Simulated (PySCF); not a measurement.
# C3H5GeN: the cost of one run

Computed with PySCF 2.14.0, with density-fitted response routines of our own, on a single molecule in the gas phase. Atoms are numbered from 0 throughout.

## Step 1: The molecule as given

10 atoms, charge 0, multiplicity 1; geometry from: GFN2-xTB. The atoms were then displaced at random by about 0.01 Å, so the start is not that level's minimum.

Bonds of the start (Å): C0–C1 1.30, C1–Ge2 1.94, Ge2–C3 1.96, C3–N4 1.12, C0–H5 1.10, C0–H6 1.08, C1–H7 1.08, Ge2–H8 1.47, Ge2–H9 1.52.

## Step 2: Geometry optimisation at PBE0-D3(BJ)/def2-SVP

Job settings and geometry (Å):

```
{"job": {"xc": "PBE0", "basis": "def2-SVP", "d3": "d3bj", "grid": 1, "shake": 0.01, "kind": "geom"}, "charge": 0, "multiplicity": 1}
C     -1.868350    -0.383640    -0.126540
C     -0.773250    -0.245090     0.560230
Ge     0.779500     0.725290    -0.075050
C      2.305940    -0.486550    -0.228490
N      3.147470    -1.225230    -0.325550
H     -2.004010     0.093320    -1.109490
H     -2.734310    -0.903700     0.241890
H     -0.676390    -0.697020     1.534690
H      0.601400     1.333900    -1.406670
H      1.272440     1.767800     0.913920
```

The run is started by

```
> OMP_NUM_THREADS=1 python probes_run.py task.json out
```

One launch serves the whole session: the jobs run in the order shown.

Q: Estimate the wall time and peak memory of this first job on 1 thread of Arm Neoverse V1, shared host.

About 28 s, with a peak of 0.45 GiB.
